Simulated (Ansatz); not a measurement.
# CH₆BClOSi: up Jacob's ladder to CCSD(T)

Aim: compute CH₆BClOSi with functionals from several rungs and with coupled cluster, and see how far each lands from CCSD(T) at the basis-set limit for the atomisation energy.

Program: Ansatz 0.2.0, Gaussian basis. Level of theory: functionals in def2-TZVPP, the program's frozen cores in correlated methods. These are calculated values, not measurements.

The runs, in order: PBE-D4, r2SCAN-D4, PBE0-D4, B3LYP-D4, ωB97X-V, ωB97M-V, B2PLYP; CCSD(T)/def2-TZVPP; MP2/def2-QZVPP; extrapolation to the limit.

**1. The relaxed structure**

The geometry comes from an earlier relaxation with PBE0-D4 in a triple-zeta def2 set; it is a stationary point, not always the lowest conformer.

SMILES `COB([SiH3])Cl`, 11 atoms, charge 0, spin multiplicity 1.

Atoms are counted from 1 here; the program's logs count them from 0.

Bond lengths: C1–O2 1.418 Å, C1–H6 1.091 Å, C1–H7 1.090 Å, C1–H8 1.090 Å, O2–B3 1.335 Å, B3–Si4 2.023 Å, B3–Cl5 1.782 Å, Si4–H9 1.489 Å, Si4–H10 1.489 Å, Si4–H11 1.487 Å. Angles: O2–C1–H6 108.2°, O2–C1–H7 111.7°, O2–C1–H8 108.0°, H6–C1–H7 109.8°, H6–C1–H8 109.1°, H7–C1–H8 109.9°, C1–O2–B3 126.8°, O2–B3–Si4 120.6°, O2–B3–Cl5 121.4°, Si4–B3–Cl5 118.0°, B3–Si4–H9 109.6°, B3–Si4–H10 109.6°, B3–Si4–H11 112.1°, H9–Si4–H10 107.8°, H9–Si4–H11 108.8°, H10–Si4–H11 108.8°.

**2. PBE-D4 (GGA)**

The input, in.yaml:

```yaml
crystal:
  periodic: [false, false, false]
  atoms:
    - {symbol: C, position_ang: [0.619352, -1.036079, 1.786460]}
    - {symbol: O, position_ang: [0.357787, -0.714517, 0.429895]}
    - {symbol: B, position_ang: [-0.182473, 0.413853, -0.035502]}
    - {symbol: Si, position_ang: [-0.472374, 0.672717, -2.020747]}
    - {symbol: Cl, position_ang: [-0.668351, 1.732692, 1.060426]}
    - {symbol: H, position_ang: [0.030731, -1.916237, 2.048117]}
    - {symbol: H, position_ang: [0.366423, -0.211018, 2.452715]}
    - {symbol: H, position_ang: [1.679077, -1.275891, 1.878561]}
    - {symbol: H, position_ang: [-1.916964, 0.915759, -2.286342]}
    - {symbol: H, position_ang: [0.282945, 1.869654, -2.482700]}
    - {symbol: H, position_ang: [-0.030755, -0.507833, -2.810382]}
basis:
  gaussian: {orbitals: def2-TZVPP}
hamiltonian: {xc: pbe, dispersion: d4}
output: {forces: true, orbitals: {seedname: orbitals}}
```

The run is started by

```bash
$ ansatz run in.yaml --threads 4 --pin off --events-out ev --progress --plain --max-ram 10444MiB
```

Further steps of the session: r2SCAN-D4 (meta-GGA); PBE0-D4 (hybrid); B3LYP-D4 (hybrid); ωB97X-V (range-separated); ωB97M-V (range-separated); B2PLYP (double hybrid); CCSD(T) in def2-TZVPP; MP2 in def2-QZVPP.

**Question.** What will the summary of the whole plan be? Wanted: atomisation energy, CCSD(T)/CBS; farthest; mean size of error, hybrid; mean size of error, range-separated; gap, smallest and largest; T1 diagnostic; triples share of the correlation energy.

**Answer**, as computed:

| quantity | value |
| --- | --- |
| atomisation energy, CCSD(T)/CBS | 3932.3 kJ/mol |
| functionals within 19.7 kJ/mol (0.5 %) | PBE0-D4, B3LYP-D4, ωB97M-V |
| farthest | PBE-D4 (+61.9 kJ/mol) |
| mean size of error, hybrid | 4.8 kJ/mol |
| mean size of error, range-separated | 20.4 kJ/mol |
| gap, smallest and largest | 4.99 eV (PBE-D4), 11.69 eV (ωB97X-V) |
| T1 diagnostic | 0.0134 |
| triples share of the correlation energy | 3.8 % |

PBE-D4 is off by +61.9 kJ/mol. Double hybrids carry the basis error of their MP2 part in triple zeta, and no dispersion term here, so their miss is partly the set-up's. The reference freezes the cores and leaves out relativity and excitations past (T), so misses under about 19.7 kJ/mol can't be ranked. Hartree-Fock recovers 75 % of the binding; the rest is correlation. The gap grows from 5.0 to 11.7 eV across the functionals, mostly with the share of exact exchange.
